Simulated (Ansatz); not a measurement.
Born–Oppenheimer molecular dynamics of a periodic cell of 28 atoms, Ti12H3S12N (surface TiS(001), adsorbate NH3, incident energy 1.5 eV, 0° from the normal). It starts from an unrelaxed structure (largest force component 1.96 eV/Å).

These are results of DFT PBEsol, scalar-relativistic, plane waves, PAW in Ansatz 0.2.0, not measurements. Settings: accuracy low, cutoff 420 eV, k mesh 2x2x1, fermi-dirac smearing 0.05 eV, no spin polarisation.

```
ensemble            : NVE (velocity Verlet)
time step           : 0.5 fs
steps asked         : 170
starting velocities : zero, but for any typed in the input
atoms held          : 1, 7, 13, 19
seed                : 164629
```

First frame:

```xyz
28
Lattice="6.5343 0.0000 0.0000 -3.2672 5.6589 0.0000 0.0000 0.0000 21.0427" Properties=species:S:1:pos:R:3
Ti 1.634 0.943 1.000
S 0.000 0.000 2.608
Ti 1.634 0.943 4.217
S 0.000 0.000 5.826
Ti 1.634 0.943 7.434
S 0.000 0.000 9.043
Ti 0.000 3.773 1.000
S -1.634 2.829 2.608
Ti 0.000 3.773 4.217
S -1.634 2.829 5.826
Ti 0.000 3.773 7.434
S -1.634 2.829 9.043
Ti 4.901 0.943 1.000
S 3.267 0.000 2.608
Ti 4.901 0.943 4.217
S 3.267 0.000 5.826
Ti 4.901 0.943 7.434
S 3.267 0.000 9.043
Ti 3.267 3.773 1.000
S 1.634 2.829 2.608
Ti 3.267 3.773 4.217
S 1.634 2.829 5.826
Ti 3.267 3.773 7.434
S 1.634 2.829 9.043
N 3.326 2.839 12.505
H 3.224 3.773 12.886
H 2.572 2.283 12.886
H 4.182 2.460 12.886
```

Problem. What does the run give?

Solution. The run went to its last step.

```
steps done                                               : 170
time covered                                             : 85 fs
mean temperature over the second half                    : 388 K
spread of the potential energy over the second half      : 9.0 meV per atom
mean potential energy of the second half above the start : 10.5 meV per atom
```

The conserved energy stayed within 0.017 meV per atom of its start (net change -0.0061 meV per atom), so the integration is sound. A run of 0.085 ps of so small a system gives no equilibrium averages. Limits of this set-up: coarse k mesh, slab without dipole correction, no dispersion correction for a molecule that may bind weakly, low accuracy level.

Problem. What happens to the structure?

Solution. Mean squared displacements from the first frame to the last: Ti 0.01 Å², S 0.04 Å², N 2.71 Å², H 3.12 Å². This is one draw of velocities; another would differ in detail.

Problem. How do temperature and energy run in time?

Solution. 
| time (fs) | T (K) | potential energy less start (eV) | conserved less start (meV/atom) |
| --- | --- | --- | --- |
| 0.0 | 484 | 0.000 | 0.00 |
| 4.0 | 505 | -0.066 | 0.00 |
| 8.0 | 558 | -0.232 | -0.01 |
| 12.0 | 628 | -0.448 | -0.01 |
| 16.0 | 693 | -0.651 | -0.01 |
| 20.0 | 736 | -0.783 | -0.01 |
| 24.0 | 741 | -0.798 | -0.01 |
| 28.0 | 702 | -0.678 | -0.01 |
| 32.0 | 624 | -0.436 | -0.01 |
| 36.0 | 523 | -0.123 | -0.01 |
| 40.0 | 425 | 0.181 | 0.00 |
| 44.0 | 351 | 0.411 | 0.00 |
| 48.0 | 311 | 0.535 | -0.01 |
| 52.0 | 297 | 0.578 | -0.01 |
| 56.0 | 299 | 0.571 | -0.01 |
| 60.0 | 317 | 0.515 | -0.01 |
| 64.0 | 352 | 0.406 | -0.01 |
| 68.0 | 401 | 0.256 | -0.01 |
| 72.0 | 451 | 0.101 | -0.01 |
| 76.0 | 489 | -0.017 | -0.01 |
| 80.0 | 508 | -0.076 | -0.01 |
| 84.0 | 514 | -0.094 | -0.01 |

The run took 30 min on 2 threads of Arm Neoverse V1 (shared host), peak memory 2 GiB.
